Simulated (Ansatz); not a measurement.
**GaF3: a short molecular-dynamics run**

A trajectory of GaF3, a distorted structure with 8 atoms that was not relaxed first: 40 steps of 1 fs under a Langevin thermostat at 300 K.

Method: DFT PBEsol, plane waves, PAW, scalar-relativistic, no spin polarisation, in Ansatz 0.2.0.

## Step 1: The system as given

The cell holds 8 atoms (F6Ga2): a = 5.041 Å, b = 5.043 Å, c = 5.239 Å, α = 61.05°, β = 117.31°, γ = 119.37°.

As a file:

```
CELL_PARAMETERS angstrom
5.04033 0.02655 0.05790
-2.49717 4.38165 0.01742
-2.46247 1.49797 4.37515
ATOMIC_POSITIONS crystal
Ga 0.03713 0.03979 0.02639
Ga 0.49336 0.53839 0.46278
F 0.13893 0.60415 0.28275
F 0.30622 0.24399 0.26340
F 0.74508 0.89959 0.23359
F 0.87703 0.36153 0.73921
F 0.66398 0.80303 0.76809
F 0.24015 0.16109 0.72956
```

## Step 2: Molecular dynamics

input.yaml

```yaml
crystal:
  lattice:
    - [5.040331, 0.026552, 0.057905]
    - [-2.497171, 4.381653, 0.017425]
    - [-2.462475, 1.497966, 4.375146]
  atoms:
    - { symbol: Ga, position: [0.037128, 0.039791, 0.026394] }
    - { symbol: Ga, position: [0.493358, 0.538394, 0.462781] }
    - { symbol: F, position: [0.138931, 0.604146, 0.282748] }
    - { symbol: F, position: [0.306223, 0.243995, 0.263396] }
    - { symbol: F, position: [0.745075, 0.899593, 0.233588] }
    - { symbol: F, position: [0.877031, 0.361533, 0.739215] }
    - { symbol: F, position: [0.663981, 0.803027, 0.768094] }
    - { symbol: F, position: [0.240151, 0.161094, 0.729557] }
kpoints:
  mp_grid: { grid: [4, 4, 3] }
magnetization:
  spin_polarized: false
scf:
  occupations: { method: cold, width: 0.15 }
hamiltonian:
  pseudopotentials: { kind: paw }
  xc: pbesol
basis:
  ecutwfc: 420
md:
  timestep: 1.0
  n_steps: 40
  ensemble: nvt_langevin
  temperature: 300.0
  initial_velocities: maxwell_boltzmann
  seed: 386905
```

The run is started by

```
ansatz run input.yaml --threads 2 --pin off --max-ram 2560MiB --backend cpu --events-out ev --progress --plain --runs-dir out
```

**Question.** What will these runs give? Wanted: temperature, first and last step; temperature, second half; potential energy, second half; mean square displacement, second half.

The runs gave:

| quantity | value |
| --- | --- |
| length | 40 steps of 1 fs |
| temperature, first and last step | 262 and 671 K |
| temperature, second half | mean 870 K, from 619 to 1254 K |
| potential energy, second half | -141 meV/atom from the start |
| mean square displacement, second half | F 0.077, Ga 0.037 Å² |

What this shows: Against a set 300 K the second half averages 870 K, going from 1234 to 671 K over that half; the potential energy of that half lies 141 meV/atom under the start, and the run is not yet in equilibrium. The farthest move is 0.45 Å, and the mean nearest distance 1.8 Å: no atom has changed site so far. Averages from a run of 40 fs with 8 atoms are rough. The k-mesh is coarse for this cell.
